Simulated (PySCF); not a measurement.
# C2H8BBrSi: the cost of one run

Computed with PySCF 2.14.0, with density-fitted response routines of our own, on a single molecule in the gas phase. Atoms count from 0, in the outputs and in this text.

### 1 The molecule as given

13 atoms, charge 0, multiplicity 1; geometry from: GFN2-xTB. The atoms were then displaced at random by about 0.01 Å, so the start is not that level's minimum.

Bonds of the start (Å): C0–C1 1.55, C1–Si2 1.95, C1–B3 1.57, B3–Br4 1.86, C0–H5 1.10, C0–H6 1.08, C0–H7 1.08, C1–H8 1.08, Si2–H9 1.44, Si2–H10 1.46, Si2–H11 1.47, B3–H12 1.16.

### 2 Optimising the geometry at PBE0-D3(BJ)/def2-SVP

The job: settings as JSON, then the geometry in Å.

```
{"job": {"xc": "PBE0", "basis": "def2-SVP", "d3": "d3bj", "grid": 1, "shake": 0.01, "kind": "geom"}, "charge": 0, "multiplicity": 1}
C      0.384890    -1.534530    -0.164360
C      0.383650     0.010310    -0.320070
Si    -1.440060     0.700590    -0.208450
B      1.239520     0.789900     0.739660
Br     1.809010     2.518710     0.371660
H     -0.327560    -1.960650    -0.880500
H      0.066230    -1.796900     0.835430
H      1.370300    -1.921550    -0.351750
H      0.697300     0.265290    -1.321370
H     -2.213970    -0.100110    -1.123620
H     -1.443360     2.112370    -0.566190
H     -1.908700     0.533030     1.174730
H      1.388580     0.366650     1.804510
```

Run with:

```console
OMP_NUM_THREADS=1 python probes_run.py task.json out
```

One launch serves the whole session: the jobs run in the order shown.

**Question.** How long does this first job take on 1 thread of Arm Neoverse V1, shared host, and how much memory does it need?

About 75 s, with a peak of 0.51 GiB.
